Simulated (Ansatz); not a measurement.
# C3H10GeO: the cost of one run

Computed with Ansatz 0.2.0, Gaussian basis. Level: the settings change from run to run.

### 1 The geometry

An earlier PBE0-D4 in a triple-zeta def2 set relaxation fixed the geometry.

15 atoms, charge 0, spin multiplicity 1.

Atoms are counted from 1 here; the program's logs count them from 0.

Bond lengths: C1–Ge2 1.953 Å, C1–H6 1.092 Å, C1–H7 1.092 Å, C1–H8 1.091 Å, Ge2–C3 1.953 Å, Ge2–C4 1.942 Å, Ge2–O5 1.796 Å, C3–H9 1.092 Å, C3–H10 1.091 Å, C3–H11 1.092 Å, C4–H12 1.092 Å, C4–H13 1.091 Å, C4–H14 1.091 Å, O5–H15 0.959 Å. Angles: Ge2–C1–H6 110.8°, Ge2–C1–H7 110.6°, Ge2–C1–H8 110.1°, H6–C1–H7 108.2°, H6–C1–H8 108.5°, H7–C1–H8 108.6°, C1–Ge2–C3 110.9°, C1–Ge2–C4 112.4°, C1–Ge2–O5 108.8°, C3–Ge2–C4 112.4°, C3–Ge2–O5 108.8°, C4–Ge2–O5 103.2°, Ge2–C3–H9 110.8°, Ge2–C3–H10 110.1°, Ge2–C3–H11 110.6°, H9–C3–H10 108.5°, H9–C3–H11 108.2°, H10–C3–H11 108.6° and more.

### 2 r2SCAN0/def2-SVPD

Options: charge +1, multiplicity 2, a point charge of 0.50 e beside it, D3(BJ) with three-body dispersion, high accuracy.

Input file in.yaml:

```yaml
crystal:
  periodic: [false, false, false]
  atoms:
    - {symbol: C, position_ang: [-1.853697, 0.226721, 0.075129]}
    - {symbol: Ge, position_ang: [0.081973, 0.164081, -0.176691]}
    - {symbol: C, position_ang: [1.011801, 0.351800, 1.530451]}
    - {symbol: C, position_ang: [0.649414, -1.412510, -1.158415]}
    - {symbol: O, position_ang: [0.570127, 1.515300, -1.254070]}
    - {symbol: H, position_ang: [-2.148845, 1.148337, 0.580781]}
    - {symbol: H, position_ang: [-2.189836, -0.616968, 0.681876]}
    - {symbol: H, position_ang: [-2.359398, 0.183739, -0.890734]}
    - {symbol: H, position_ang: [0.714166, 1.273677, 2.034167]}
    - {symbol: H, position_ang: [2.090643, 0.377267, 1.369445]}
    - {symbol: H, position_ang: [0.777937, -0.486982, 2.189772]}
    - {symbol: H, position_ang: [0.410631, -2.321787, -0.603635]}
    - {symbol: H, position_ang: [1.726480, -1.378936, -1.328240]}
    - {symbol: H, position_ang: [0.147039, -1.450940, -2.125973]}
    - {symbol: H, position_ang: [0.349663, 2.376501, -0.894763]}
basis:
  gaussian: {orbitals: def2-SVPD, point_charges: [{charge: 0.50, position_ang: [5.273, 0.262, -0.294]}]}
total_charge: 1
magnetization: {spin_polarized: true, initial_magnetization: 1}
hamiltonian: {xc: {name: r2SCAN0}, dispersion: d3bjatm}
accuracy: high
output: {forces: true}
```

Started as:

```console
> ansatz run in.yaml --threads 4 --pin off --events-out ev --progress --plain --max-ram 11315MiB
```

What time and memory should one allow on 4 threads of Arm Neoverse V2, shared host?

About 68 s, with a peak of 2 GiB.
